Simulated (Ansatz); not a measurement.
# Fe13Co3: the cost of one run

Computed with Ansatz 0.2.0 (DFT PBEsol, scalar-relativistic, plane waves, PAW, unless a step's input says otherwise).

2 further runs of the same task are left out: 2 set aside as unsound or not needed. Runs told in other sessions of the task aren't counted.

## (1) The structure to begin with

The structure is tetragonal, space group P4/mmm (No. 123). Conventional cell: a = 5.601 Å, b = 5.601 Å, c = 5.595 Å, α = 90.00°, β = 90.00°, γ = 90.00°. Fe (site symmetry mmm) has 8 Fe at 2.43 Å in its first shell of neighbours. Fe (site symmetry m) has 3 Co at 2.42 Å and 5 Fe at 2.42 to 2.43 Å in its first shell of neighbours. Around Fe (site symmetry 4/mmm) lie 8 Fe at 2.43 Å. Around Fe (site symmetry mmm) lie 8 Fe at 2.42 Å. Co (site symmetry 4/mmm) is surrounded by 8 Fe at 2.42 Å.

Structure file:

```xyz
16
Lattice="5.6011 0.0000 0.0000 0.0000 5.6011 0.0000 0.0000 0.0000 5.5953" Properties=species:S:1:pos:R:3 pbc="T T T"
Fe    2.8006    0.0000    2.7977
Fe    4.1999    1.4012    4.1984
Fe    1.4012    4.1999    1.3969
Fe    1.4012    4.1999    4.1984
Fe    1.4012    1.4012    4.1984
Fe    0.0000    0.0000    2.7977
Fe    4.1999    1.4012    1.3969
Fe    4.1999    4.1999    4.1984
Fe    4.1999    4.1999    1.3969
Fe    0.0000    2.8006    2.7977
Fe    2.8006    0.0000    0.0000
Fe    1.4012    1.4012    1.3969
Fe    0.0000    2.8006    0.0000
Co    0.0000    0.0000    0.0000
Co    2.8006    2.8006    2.7977
Co    2.8006    2.8006    0.0000
```

It goes back to an entry of the Materials Project, which need not be the stable form.

It is the result of an earlier relaxation at this level (volume 10.97 Å³/atom; gap on the mesh: none (metal), site moments up to 2.5 μB).

## (2) The cell scaled to 0.97 of its volume

input.yaml

```yaml
crystal:
  lattice:
    - [5.5445417592, 0.0, 0.0]
    - [0.0, 5.5445417592, 0.0]
    - [0.0, 0.0, 5.5387843277]
  atoms:
    - { symbol: Fe, position: [0.5, 0.0, 0.5], spin: 2.48 }
    - { symbol: Fe, position: [0.7498284496, 0.2501715504, 0.750344458], spin: 2.72 }
    - { symbol: Fe, position: [0.2501715504, 0.7498284496, 0.249655542], spin: 2.72 }
    - { symbol: Fe, position: [0.2501715504, 0.7498284496, 0.750344458], spin: 2.72 }
    - { symbol: Fe, position: [0.2501715504, 0.2501715504, 0.750344458], spin: 2.72 }
    - { symbol: Fe, position: [0.0, 0.0, 0.5], spin: 2.5 }
    - { symbol: Fe, position: [0.7498284496, 0.2501715504, 0.249655542], spin: 2.72 }
    - { symbol: Fe, position: [0.7498284496, 0.7498284496, 0.750344458], spin: 2.72 }
    - { symbol: Fe, position: [0.7498284496, 0.7498284496, 0.249655542], spin: 2.72 }
    - { symbol: Fe, position: [0.0, 0.5, 0.5], spin: 2.48 }
    - { symbol: Fe, position: [0.5, 0.0, 0.0], spin: 2.46 }
    - { symbol: Fe, position: [0.2501715504, 0.2501715504, 0.249655542], spin: 2.72 }
    - { symbol: Fe, position: [0.0, 0.5, 0.0], spin: 2.46 }
    - { symbol: Co, position: [0.0, 0.0, 0.0], spin: 1.99 }
    - { symbol: Co, position: [0.5, 0.5, 0.5], spin: 1.98 }
    - { symbol: Co, position: [0.5, 0.5, 0.0], spin: 1.94 }
basis:
  ecutwfc: 420
kpoints:
  mp_grid: { grid: [6, 6, 6] }
hamiltonian:
  xc: pbesol
scf:
  occupations: { method: gaussian, width: 0.1 }
output:
  forces: true
  stress: true
  eigenvalues: true
  populations: true
magnetization:
  spin_polarized: true
relax:
  adjacent_minimum: "off"
  f_tol: 0.01
  max_steps: 30
  cell: { stress_tol: 0.1, fix: [volume] }
```

On the command line:

```bash
$ ansatz run input.yaml --threads 4 --pin off --max-ram 10240MiB --backend cpu --events-out ev --progress --plain --runs-dir out
```

What time and memory should one allow on 4 threads of Intel Xeon 6975P-C (Granite Rapids), shared host?

About 2.5 min, with a peak of 2.4 GiB.
